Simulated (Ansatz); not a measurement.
# C2H2FInS: taking an electron away

How much energy removes an electron from C2H2FInS at fixed geometry? The cation is run at each level and the neutral's energy taken from earlier runs.

Computed with Ansatz 0.2.0, Gaussian basis. Level: unrestricted cation, the program's frozen cores in correlated methods.

Levels to be run: UKS PBE-D4/def2-TZVPP; UKS r2SCAN-D4/def2-TZVPP; UKS PBE0-D4/def2-TZVPP; UKS B3LYP-D4/def2-TZVPP; UKS wB97X-V/def2-TZVPP; UKS wB97M-V/def2-TZVPP; UKS B2PLYP/def2-TZVPP; UHF-CCSD(T)/def2-TZVPP; UHF-MP2/def2-QZVPP; extrapolation to the limit; then −ε(HOMO) from the neutral's earlier runs with LDA (SPW92), PBE-D4, revPBE-D4, BLYP-D4, r2SCAN-D4, B97M-V, PBE0-D4, B3LYP-D4, r2SCANh-D4, r2SCAN0-D4, HSE06-D4, BHLYP-D4, CAM-B3LYP-D4, LC-ωPBE, ωB97X-V, ωB97M-V.

**1. The relaxed structure**

The geometry comes from an earlier relaxation with PBE0-D4/def2-TZVP; it is a stationary point, not always the lowest conformer. In takes the def2 core potential; no spin-orbit term is included.

SMILES `FC1=[CH][InH][S]1`, 7 atoms, charge 0, spin multiplicity 1.

Atoms are counted from 1 here; the program's logs count them from 0.

Bond lengths: F1–C2 1.329 Å, C2–C3 1.343 Å, C2–S5 1.771 Å, C3–In4 2.086 Å, C3–H6 1.081 Å, In4–S5 2.489 Å, In4–H7 1.684 Å. Angles: F1–C2–C3 123.3°, F1–C2–S5 115.4°, C3–C2–S5 121.3°, C2–C3–In4 94.4°, C2–C3–H6 124.3°, In4–C3–H6 141.3°, C3–In4–S5 72.4°, C3–In4–H7 158.1°, S5–In4–H7 129.5°, C2–S5–In4 71.8°.

**2. Cation, UKS PBE-D4/def2-TZVPP**

Contents of in.yaml:

```yaml
crystal:
  periodic: [false, false, false]
  atoms:
    - {symbol: F, position_ang: [0.165121, -1.365087, 1.945627]}
    - {symbol: C, position_ang: [0.016578, -0.708085, 0.800087]}
    - {symbol: C, position_ang: [0.404993, 0.565648, 0.624906]}
    - {symbol: In, position_ang: [-0.222360, 0.652127, -1.363014]}
    - {symbol: S, position_ang: [-0.739510, -1.628942, -0.510558]}
    - {symbol: H, position_ang: [0.870271, 1.171086, 1.390411]}
    - {symbol: H, position_ang: [-0.495073, 1.313243, -2.887459]}
basis:
  gaussian: {orbitals: def2-TZVPP}
total_charge: 1
magnetization: {spin_polarized: true, initial_magnetization: 1}
hamiltonian: {xc: pbe, dispersion: d4}
```

Started as:

```sh
ansatz run in.yaml --threads 2 --pin off --events-out ev --progress --plain --max-ram 22528MiB --backend cpu
```

The runs that follow: Cation, UKS r2SCAN-D4/def2-TZVPP; Cation, UKS PBE0-D4/def2-TZVPP; Cation, UKS B3LYP-D4/def2-TZVPP; Cation, UKS wB97X-V/def2-TZVPP; Cation, UKS wB97M-V/def2-TZVPP; Cation, UKS B2PLYP (frozen core)/def2-TZVPP; Cation, UHF-CCSD(T)/def2-TZVPP; Cation, UHF-MP2/def2-QZVPP.

**Question.** What will the summary of the whole plan be? Wanted: ionisation energy, CCSD(T)/CBS; nearest functional by difference; nearest −ε(HOMO); −ε(HOMO) of PBE; T1 of the cation.

**Answer**, as computed:

| quantity | value |
| --- | --- |
| ionisation energy, CCSD(T)/CBS | 8.44 eV |
| nearest functional by difference | ωB97M-V (-0.20 eV) |
| nearest −ε(HOMO) | ωB97X-V (-0.00 eV) |
| −ε(HOMO) of PBE | 5.16 eV |
| T1 of the cation | 0.023 |

By cation minus neutral, the functionals miss by 0.33 eV at most. −ε(HOMO) of PBE misses by 3.3 eV, since self-interaction lifts the level. Among orbital estimates ωB97X-V comes nearest. Hartree-Fock falls 1.29 eV short, as the neutral has more correlation energy than the cation. Correlated methods include outer-core shells of In, which these sets cover unevenly. With outer-core shells in play the reference is unsure by up to some tenths of an eV, so close misses can't be ranked.
